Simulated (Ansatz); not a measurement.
This script for Ansatz 0.2.0 through its Python package starts 2 runs on FH6NOSi2, SMILES O[SiH](F)N[SiH3]. What input does the engine get in each?

`ip.py`:
```python
"""Vertical ionisation energy of FH6NOSi2."""

import ansatz as az


def total_energy(molecule, charge=0, unpaired=0):
    calc = (
        molecule.calculation()
        .basis(gaussian="6-31G*")
        .functional("PBE0")
    )
    if charge:
        calc = calc.charge(charge)
    if unpaired:
        calc = calc.spin("collinear", total=unpaired)
    report = calc.run(threads=1, backend="cpu").report
    if report["published_state_doubts"]:
        print("  doubts:", report["published_state_doubts"])
    return report["free_energy_ev"]

GEOMETRY = """
O    -1.83160    1.46650   -0.59930
Si   -0.36010    1.05860   -0.17590
F    -0.08270    1.71130    1.23460
N    -0.41570   -0.59260   -0.01930
Si    1.03950   -1.24820    0.30530
H    -2.52360    1.41840    0.10340
H     0.64550    1.45370   -1.20850
H    -0.77650   -0.95880   -0.90610
H     0.87580   -2.69160    0.42600
H     1.95310   -0.93260   -0.77750
H     1.54170   -0.74170    1.63790
"""

molecule = az.Crystal.molecule()
for line in GEOMETRY.strip().splitlines():
    symbol, *xyz = line.split()
    molecule = molecule.atom(symbol, [float(v) for v in xyz])

# total-energy differences at one geometry
parent = total_energy(molecule, 0, 0)
cation = total_energy(molecule, 1, 1)
print(f"E(N)   = {parent:.5f} eV")
print(f"E(N-1) = {cation:.5f} eV  (1 unpaired)")
print(f"vertical ionisation energy {cation - parent:.3f} eV")
```

Run 1:
```yaml
crystal:
  periodic: [false, false, false]
  atoms:
    - { symbol: O, position_ang: [-1.8316, 1.4665, -0.5993] }
    - { symbol: Si, position_ang: [-0.3601, 1.0586, -0.1759] }
    - { symbol: F, position_ang: [-0.0827, 1.7113, 1.2346] }
    - { symbol: "N", position_ang: [-0.4157, -0.5926, -0.0193] }
    - { symbol: Si, position_ang: [1.0395, -1.2482, 0.3053] }
    - { symbol: H, position_ang: [-2.5236, 1.4184, 0.1034] }
    - { symbol: H, position_ang: [0.6455, 1.4537, -1.2085] }
    - { symbol: H, position_ang: [-0.7765, -0.9588, -0.9061] }
    - { symbol: H, position_ang: [0.8758, -2.6916, 0.426] }
    - { symbol: H, position_ang: [1.9531, -0.9326, -0.7775] }
    - { symbol: H, position_ang: [1.5417, -0.7417, 1.6379] }
basis:
  gaussian:
    orbitals: "6-31G*"
hamiltonian:
  xc: pbe0
```

Run 2, against run 1:
```diff
+magnetization:
+  spin_polarized: true
+  initial_magnetization: 1.0
+total_charge: 1.0
```

```console
$ python ip.py
E(N)   = -22095.70041 eV
E(N-1) = -22085.42972 eV  (1 unpaired)
vertical ionisation energy 10.271 eV
```

At this unrelaxed geometry removing an electron costs 10.27 eV.

Notes:
- Total energies depend on the basis set; only differences at equal settings carry meaning.
- The geometry is a force-field or estimated start, not a minimum of this method, and the basis set is short of its limit. All parts are taken at fixed geometry, without zero-point energy. At an unrelaxed start these energies can be a whole eV from those at the minimum, and a small affinity can change sign.
- Hardware and time: 10 s on 1 thread of Intel(R) Xeon(R) Processor @ 2.30GHz (shared host), peak memory 0.37 GiB.
